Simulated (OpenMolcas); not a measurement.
# Si2H5OF (SMILES O[SiH](F)[SiH3]): levels of theory compared

Aim: a comparison of 6 runs (BHLYP/6-31G*, M06-L/6-31G*, PBE0/6-31G*, r2SCAN/6-31G*, revPBE/6-31G*, CCSD(T)/6-31G*) of Si2H5OF. 

The calculation is run with OpenMolcas 26.06.

### Step 1. The structure to begin with

Si2H5OF: 9 atoms, total charge 0, spin state singlet. SMILES: `O[SiH](F)[SiH3]`. The Si4–H9 distance was set to 1.709 Å, away from the relaxed value.

Bond lengths: O1–Si2 1.636 Å, Si2–F3 1.603 Å, Si2–Si4 2.339 Å, O1–H5 0.959 Å, Si2–H6 1.488 Å, Si4–H7 1.487 Å, Si4–H8 1.487 Å. Angles: O1–Si2–F3 110.2°, O1–Si2–Si4 106.9°, F3–Si2–Si4 109.3°, O1–Si2–H6 110.6°, F3–Si2–H6 105.0°, Si4–Si2–H6 114.9°, Si2–O1–H5 118.9°, Si2–Si4–H7 109.6°, Si2–Si4–H8 109.5°, H7–Si4–H8 108.8°. A long bond or contact: Si4–H9 1.709 Å.

### Step 2. The energy at BHLYP/6-31G(d) (spherical functions) (run 1)

Contents of job.input:

```
>>> EXPORT MOLCAS_PRINT=2
&GATEWAY
BasLib = $CurrDir
Coord
9
angstrom
O       -0.505408      -0.768958       1.658927
Si      -0.944408      -0.318758       0.148527
F       -1.888508       0.975642       0.210227
Si       1.022092       0.212942      -1.000873
H       -1.163408      -1.163758       2.233827
H       -1.777508      -1.373558      -0.489773
H        0.685792       0.702442      -2.364373
H        1.868792      -1.003358      -1.123073
H        1.887800       1.425600      -0.163800
Basis = 6-31Gs
Group = NoSym
&SEWARD
GridInput
Grid=UltraFine
End of Grid
&SCF
KSDFT = HYB_GGA_XC_BHANDHLYP
Thresholds = 1e-10 1e-07 1e-07 1e-05
PrOrbitals = 1 1
```

The basis set 6-31G* is read from a file made from the Basis Set Exchange's data (not shown).

Launch:

```console
export MOLCAS_MEM=1860
pymolcas job.input > job.log
```

The log of the run:

```text
--- Start Module: gateway ---
[...]
--- Stop Module: gateway /rc=_RC_ALL_IS_WELL_ ---
--- Start Module: seward ---
[...]
      Basis functions           74
--- Stop Module: seward /rc=_RC_ALL_IS_WELL_ ---
[...]
--- Start Module: scf ---
[...]
       Convergence after  12 Iterations
[...]
::    Total KS-DFT energy                            -757.0193932014
[...]
      Total spin, S                                     0.0000000000
[...]
      Total electronic charge=   50.000000
      Total            charge=   -0.000000
[...]
      Dipole Moment (debye):
      Origin of the operator (angstrom)=   -0.4196    0.0193    0.0496
                   X= -6.8625E-01               Y= -1.7762E+00               Z=  1.9890E-01           Total=  1.9145E+00
      Quadrupole Moment (debye*angstrom):
[...]
--- Stop Module: scf /rc=_RC_ALL_IS_WELL_ ---
[...]
```

Wall time 19 s (1 thread of AMD EPYC 7R43 (Zen 3), shared host); peak memory 0.42 GiB.

### Step 3. The energy at M06-L/6-31G(d) (spherical functions) (run 2)

Contents of struct.xyz:

```xyz
9

O     -0.505408    -0.768958     1.658927
Si    -0.944408    -0.318758     0.148527
F     -1.888508     0.975642     0.210227
Si     1.022092     0.212942    -1.000873
H     -1.163408    -1.163758     2.233827
H     -1.777508    -1.373558    -0.489773
H      0.685792     0.702442    -2.364373
H      1.868792    -1.003358    -1.123073
H      1.887800     1.425600    -0.163800
```

Contents of calc.inp:

```
&GATEWAY
BasLib=$CurrDir
Coord=struct.xyz
Basis=6-31Gs
Group=NoSym
&SEWARD
GridInput
Grid=UltraFine
End of Grid
&SCF
KSDFT=M06L
Thresholds=1e-10 1e-07 1e-07 1e-05
PrOrbitals=1 1
```

The basis set 6-31G* is read from a file made from the Basis Set Exchange's data (not shown).

Launch:

```console
export MOLCAS_MEM=1860
pymolcas calc.inp > calc.log
```

The log of the run:

```text
--- Start Module: gateway ---
[...]
--- Stop Module: gateway /rc=_RC_ALL_IS_WELL_ ---
--- Start Module: seward ---
[...]
      Basis functions           74
--- Stop Module: seward /rc=_RC_ALL_IS_WELL_ ---
[...]
--- Start Module: scf ---
[...]
       Convergence after  15 Iterations
[...]
::    Total KS-DFT energy                            -757.0688300583
[...]
      Total spin, S                                     0.0000000000
[...]
      Total electronic charge=   50.000000
      Total            charge=   -0.000000
[...]
      Dipole Moment (debye):
      Origin of the operator (angstrom)=   -0.4196    0.0193    0.0496
                   X= -7.2094E-01               Y= -1.6939E+00               Z=  3.0719E-01           Total=  1.8664E+00
      Quadrupole Moment (debye*angstrom):
[...]
--- Stop Module: scf /rc=_RC_ALL_IS_WELL_ ---
[...]
```

Wall time 29 s (1 thread of AMD EPYC 7R43 (Zen 3), shared host); peak memory 0.42 GiB.

Runs 3 to 4 aren't shown in full; the table further down has their settings and results.

### Step 4. The energy at revPBE/6-31G(d) (spherical functions) (run 5)

Contents of mol.inp:

```
* FH5OSi2 Kohn-Sham DFT

&GATEWAY
 BasLib = $CurrDir
 Coord
 9
 bohr
 O     -0.95508270    -1.45312002     3.13491769
 Si    -1.78467247    -0.60236532     0.28067535
 F     -3.56876290     1.84369618     0.39727145
 Si     1.93147395     0.40240206    -1.89137586
 H     -2.19852249    -2.19918390     4.22132124
 H     -3.35900330    -2.59564844    -0.92553683
 H      1.29595906     1.32742300    -4.46801743
 H      3.53150506    -1.89607182    -2.12230039
 H      3.56742498     2.69399356    -0.30953714
 Basis = 6-31Gs
 Group = NoSym

&SEWARD
 GridInput
 Grid=UltraFine
 End of Grid

&SCF
 KSDFT = revPBE
 Thresholds = 1e-10 1e-07 1e-07 1e-05
 PrOrbitals = 1 1
```

The basis set 6-31G* is read from a file made from the Basis Set Exchange's data (not shown).

Launch:

```console
export MOLCAS_MEM=1860
pymolcas mol.inp > mol.log
```

The log of the run:

```text
--- Start Module: gateway ---
[...]
--- Stop Module: gateway /rc=_RC_ALL_IS_WELL_ ---
--- Start Module: seward ---
[...]
      Basis functions           74
--- Stop Module: seward /rc=_RC_ALL_IS_WELL_ ---
[...]
--- Start Module: scf ---
[...]
       Convergence after  14 Iterations
[...]
::    Total KS-DFT energy                            -756.9028736694
[...]
      Total spin, S                                     0.0000000000
[...]
      Total electronic charge=   50.000000
      Total            charge=   -0.000000
[...]
      Dipole Moment (debye):
      Origin of the operator (angstrom)=   -0.4196    0.0193    0.0496
                   X= -7.2977E-01               Y= -1.5649E+00               Z=  4.1089E-01           Total=  1.7749E+00
      Quadrupole Moment (debye*angstrom):
[...]
--- Stop Module: scf /rc=_RC_ALL_IS_WELL_ ---
[...]
```

Run time: 23 s. Hardware: 1 thread of AMD EPYC 7R43 (Zen 3), shared host; peak memory 0.42 GiB.

### Step 5. The energy at CCSD(T)/6-31G(d) (spherical functions) (run 6)

Contents of mol.inp:

```
&GATEWAY
  BasLib
  $CurrDir
  Coord
  9
  angstrom
  O       -0.505408      -0.768958       1.658927
  Si      -0.944408      -0.318758       0.148527
  F       -1.888508       0.975642       0.210227
  Si       1.022092       0.212942      -1.000873
  H       -1.163408      -1.163758       2.233827
  H       -1.777508      -1.373558      -0.489773
  H        0.685792       0.702442      -2.364373
  H        1.868792      -1.003358      -1.123073
  H        1.887800       1.425600      -0.163800
  Basis
  6-31Gs
  Group
  NoSym

&SEWARD

&SCF
  Thresholds
  1e-10 1e-07 1e-07 1e-05
  PrOrbitals
  1

&RASSCF
  FileOrb
  $Project.ScfOrb
  Spin
  1
  Nactel
  0 0 0
  Inactive
  25
  Ras2
  0
  OutOrbitals
  Canonical
  OrbListing
  NoCore

&MOTRA
  JobIph
  Frozen
  12

&CCSDT
  CCT
  Triples
  2
  Iterations
  80
  Accuracy
  1e-08
  Extrapolation
  5 4
```

The basis set 6-31G* is read from a file made from the Basis Set Exchange's data (not shown).

Launch:

```console
export MOLCAS_MEM=1860
pymolcas mol.inp > mol.log
```

The log of the run:

```text
--- Start Module: gateway ---
[...]
--- Stop Module: gateway /rc=_RC_ALL_IS_WELL_ ---
[...]
      Basis functions           74
[...]
       Convergence after  12 Iterations
[...]
::    Total SCF energy                               -755.1222166452
[...]
      Total spin, S                                     0.0000000000
[...]
      Number of active orbitals                  0
[...]
      Spin quantum number                      0.0
[...]
      Active orbitals                            0
[...]
      Number of CSFs                             1
[...]
      Number of root(s) required                 1
[...]
      Convergence after  4 iterations
[...]
      Natural orbitals and occupation numbers for root  1
      ************************************************************************************************************************
      *                                                    Final results                                                     *
      ************************************************************************************************************************
[...]
::    RASSCF root number  1 Total energy:   -755.12221665
[...]
      Total electronic charge=   50.000000
      Total            charge=   -0.000000
[...]
      Dipole Moment (debye):
      Origin of the operator (angstrom)=   -0.4196    0.0193    0.0496
                   X= -7.4750E-01               Y= -1.9069E+00               Z=  1.2554E-01           Total=  2.0520E+00
      Quadrupole Moment (debye*angstrom):
[...]
--- Start Module: motra ---
[...]
      *** WARNING: Default frozen orbitals is overwritten by user input.
      *** Default values:   6
[...]
--- Stop Module: motra /rc=_RC_ALL_IS_WELL_ ---
--- Start Module: ccsdt ---
[...]
      Convergence after                    14  Iterations
      Total energy (diff) :    -755.66797878       0.00000001
[...]
 METHOD                       : CCSD+T(CCSD)+<T3(1)WT1> = CCSD(T)
[...]
       CCSD     =      -755.6679787793587
[...]
--- Stop Module: ccsdt /rc=_RC_ALL_IS_WELL_ ---
[...]
```

Wall time 29 s (1 thread of AMD EPYC 7R43 (Zen 3), shared host); peak memory 0.42 GiB.

### Step 6. Overview of the runs

| run | level | integration grid | frozen core orbitals | energy (Eh) | dipole moment (D) of the reference | HOMO energy (eV) | LUMO energy (eV) | wall time |
| --- | --- | --- | --- | --- | --- | --- | --- | --- |
| 1 | BHLYP/6-31G* (spherical functions) | UltraFine | – | -757.019393 | 1.91 | -9.36 | 0.91 | 19 s |
| 2 | M06-L/6-31G* (spherical functions) | UltraFine | – | -757.068830 | 1.87 | -7.23 | -0.53 | 29 s |
| 3 | PBE0/6-31G* (spherical functions) | UltraFine | – | -756.668661 | 1.85 | -8.21 | -0.02 | 19 s |
| 4 | r2SCAN/6-31G* (spherical functions) | UltraFine | – | -756.956939 | 1.84 | -7.26 | -0.55 | 28 s |
| 5 | revPBE/6-31G* (spherical functions) | UltraFine | – | -756.902874 | 1.77 | -6.89 | -0.77 | 23 s |
| 6 | CCSD(T)/6-31G* (spherical functions) | – | 12 | -755.678731 | 2.05 | -11.18 | 3.18 | 29 s |

### Step 7. Outcome

```
                                           quantity          value
                                run 6: total energy  -755.67873 Eh
          run 6: dipole moment (mean-field density)         2.05 D
         run 6: HOMO energy (Hartree–Fock orbitals)      -11.18 eV
         run 6: LUMO energy (Hartree–Fock orbitals)        3.18 eV
       run 6: HOMO–LUMO gap (Hartree–Fock orbitals)       14.36 eV
run 6: correlation energy (12 core orbitals frozen)     -556.5 mEh
                              run 6: (T) correction     -10.75 mEh
```

In words: Over runs 1, 2, 3, 4, 5 the dipole moment (its size) runs from 1.77 D (revPBE/6-31G*) to 1.91 D (BHLYP/6-31G*). Over runs 1, 2, 3, 4, 5 the HOMO–LUMO gap runs from 6.12 eV (revPBE/6-31G*) to 10.27 eV (BHLYP/6-31G*). Totals of different functionals can't be ranked against each other. All runs together took 2.4 min, the longest 29 s.
